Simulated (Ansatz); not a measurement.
Crystal: GeCN2.

```
Ge N C
1.0
     1.79379    1.03565    4.92196
    -1.79379    1.03565    4.92196
     0.00000   -2.07129    4.92196
Ge N C
1 2 1
Direct
  0.00000 0.00000 0.00000
  0.58390 0.58390 0.58390
  0.41610 0.41610 0.41610
  0.50000 0.50000 0.50000
```

The cell comes from a database or a generator and needn't be the stable form of this composition.

```yaml
Program: Ansatz 0.2.0
Task: relaxation of cell and atoms
Functional: PBEsol
Dispersion: D4
Potentials_or_basis: Ansatz PAW
Cutoff: "420 eV (not typed: the program's choice for these potentials)"
k_mesh: 9 × 9 × 9
Occupations: fermi-dirac, width 0.05 eV
Spin: no spin polarisation
```

At the start: volume 13.72 Å³/atom.

Where does the relaxation end?

It ends after 8 steps and the volume is 12.94 Å³/atom (-5.6 %); space group R-3m (No. 166, to 0.05 Å).

The path:
```tsv
step	energy change (eV)	largest force (eV/Å)	volume (Å³)
1	0.0000	0.0809	54.86
2	-0.0431	0.0985	52.48
3	-0.0467	0.0346	52.05
4	-0.0475	0.0193	51.86
5	-0.0475	0.0065	51.87
6	-0.0405	0.0078	51.87
7	-0.0409	0.0006	51.77
8	-0.0406	0.0005	51.77
```

Final structure:
```
CELL_PARAMETERS angstrom
1.74749 1.00891 4.89392
-1.74749 1.00891 4.89392
0.00000 -2.01782 4.89392
ATOMIC_POSITIONS crystal
Ge 0.00000 0.00000 0.00000
N 0.58422 0.58422 0.58422
N 0.41578 0.41578 0.41578
C 0.50000 0.50000 0.50000
```

Caveat: the plane-wave basis is chosen anew once the cell has moved, so the energies of steps on either side of that aren't comparable; the pressure holds a Pulay correction of +0.5 GPa for the finite cutoff; the PAW data sets come from PBE, with cores solved anew for the run's functional, which leaves a small shift of forces and pressure.
